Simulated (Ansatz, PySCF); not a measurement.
# Ho4N4 in two programs

Ho4N4 (singlet in the valence; each metal's 4f electrons, 10 of them, lie in its core potential, out of spins and levels), relaxed with PySCF 2.14.0, RKS PBE, Ho lcecp-1-SVP with ECP56, N def2-SVP; non-relativistic Hamiltonian with scalar-relativistic core potentials where named; density fitting; no spin-orbit coupling:

```xyz
8

Ho    1.1281    1.1281    1.1281
Ho    1.1281   -1.1281   -1.1281
Ho   -1.1281    1.1281   -1.1281
Ho   -1.1281   -1.1281    1.1281
N     1.0355    1.0355   -1.0355
N     1.0355   -1.0355    1.0355
N    -1.0355    1.0355    1.0355
N    -1.0355   -1.0355   -1.0355
```

There the HOMO–LUMO gap is 2.11 eV. The 4f levels lie in the core potential and are missing.

The same geometry by Ansatz 0.2.0 (PBE, PAW with the 4f shell of lanthanides and the 5f shell of actinides in the valence, a periodic box with 9 Å of vacuum; gaps over both spins; site moments in spheres, but by Gaussian weights under spin-orbit coupling, so that the two can't be compared; unpaired electrons at the start: 16, along z under spin-orbit coupling; the open shells may stand above their lowest state):

| spin-orbit coupling | U on f (eV) | gap (eV) | spin moment on Ho1 (μB) | orbital moment of its f shell (μB) | largest force component (eV/Å) |
| --- | --- | --- | --- | --- | --- |
| without | 5 | 1.79 | 3.91 | – | 0.57 |

Question: What does the run without spin-orbit coupling and with U = 0 eV give?

Answer: gap (eV): 0.90, spin moment on Ho1 (μB): 3.77, largest force component (eV/Å): 0.38. It took 110 s on 4 threads of Arm Neoverse V1, on a shared host, peak memory 1.3 GiB.

Semilocal functionals tend to give orbital moments well under those of Hund's rules.

Without U the plane-wave gap ends on 4f levels, which the Gaussian run lacks; U moves filled and empty 4f levels apart, though the lowest empty ones can remain 4f.

The spin-orbit runs use fully relativistic datasets of their own, so changes of a few hundredths of an eV needn't come from the coupling.

An lcecp potential fixes the number of 4f electrons, so in runs with it no electron can move into or out of that shell.
